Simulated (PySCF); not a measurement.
# CoCl2: a search over shapes and spin states

Which structure and spin state of CoCl2 lies lowest? The starts are linear and bent; the spin states tried: quartet and doublet. Each end point is tested by its vibrations.

Program: PySCF 2.14.0. Level of theory: PBE, basis Co def2-TZVP, Cl def2-TZVP, no relativity, density fitting. These are calculated values, not measurements.

**1. The starting structure**

3 atoms, charge 0, spin multiplicity 4.

Bond lengths: Co1–Cl2 2.100 Å, Co1–Cl3 2.100 Å. Angles: Cl2–Co1–Cl3 180.0°.

Z-matrix (Å, degrees; charge 0 multiplicity 4):
```
Co
Cl 1 2.1000
Cl 1 2.1000 2 180.00
```

**2. First SCF at the start**

The steps below are one call of a driver around PySCF. For each, scf.py gives the equivalent set-up of the SCF; relaxations use the driver's own optimiser. After this first run the driver tries any further starts and a stability analysis.

The input, scf.py:

```python
from pyscf import gto, scf, dft
mol = gto.M(atom='''
Co     0.000000     0.000000     0.000000
Cl     0.000000     0.000000     2.100000
Cl     0.000000     0.000000    -2.100000''',
    basis={'Co': 'def2-TZVP', 'Cl': 'def2-TZVP'},
    charge=0, spin=3)
mf = dft.UKS(mol, xc='PBE')
mf.grids.atom_grid = (50, 194)
aux = {'Co': 'def2-universal-JKFIT', 'Cl': 'def2-universal-JKFIT'}
mf = mf.density_fit(auxbasis=aux)
mf.conv_tol = 1e-08
mf.diis_space = 10
mf.max_cycle = 60
mf.init_guess = 'minao'
mf.verbose = 4
mf.kernel()
```

Launch:

```console
OMP_NUM_THREADS=2 python axn.py task.json out
```

After this run come: Relaxation: linear start, quartet; Frequencies; Relaxing the doublet from the linear start; Vibrations and properties at this point; Bent start, quartet: relaxation; Bent start, doublet: relaxation.

**Question.** What will these runs give? Wanted: lowest minimum; geometry; wavenumbers; dipole moment; highest occupied, lowest empty level; polar-tensor charge of Co1; zero-point energy; atomisation energy; ⟨S²⟩.

As calculated:

| quantity | value |
| --- | --- |
| lowest minimum | quartet, D∞h |
| geometry | Co–Cl 2.077 Å (×2); Cl–Co–Cl 180.0° |
| wavenumbers (cm⁻¹) | 72, 72, 352, 500 |
| dipole moment | 0.00 D |
| highest occupied, lowest empty level (either spin) | -6.58, -6.15 eV |
| polar-tensor charge of Co1 | +0.87 e |
| zero-point energy | 6.0 kJ/mol |
| entropy at 298.15 K | 293.8 J/(mol K) |
| atomisation energy (no zero-point energy) | 844 kJ/mol |
| ⟨S²⟩ | 3.759 |

In words: The lowest minimum found is the quartet of D∞h symmetry; the next, a broken-symmetry (Ms = 1/2) of D∞h symmetry, lies 71.6 kJ/mol higher. In the infrared the band at 500 cm⁻¹ (stretch) leads. The dipole vanishes although Co1 carries +0.9 e by the polar tensor: the bond dipoles cancel. Most of the spin sits on Co1 (Mulliken spin 2.49, against 3 for the whole molecule). A search over typed starts can miss a lower isomer. The SCF density has lower symmetry than the nuclear frame. Open d and f shells are described by one determinant, and the ground state may have another occupation or spin.
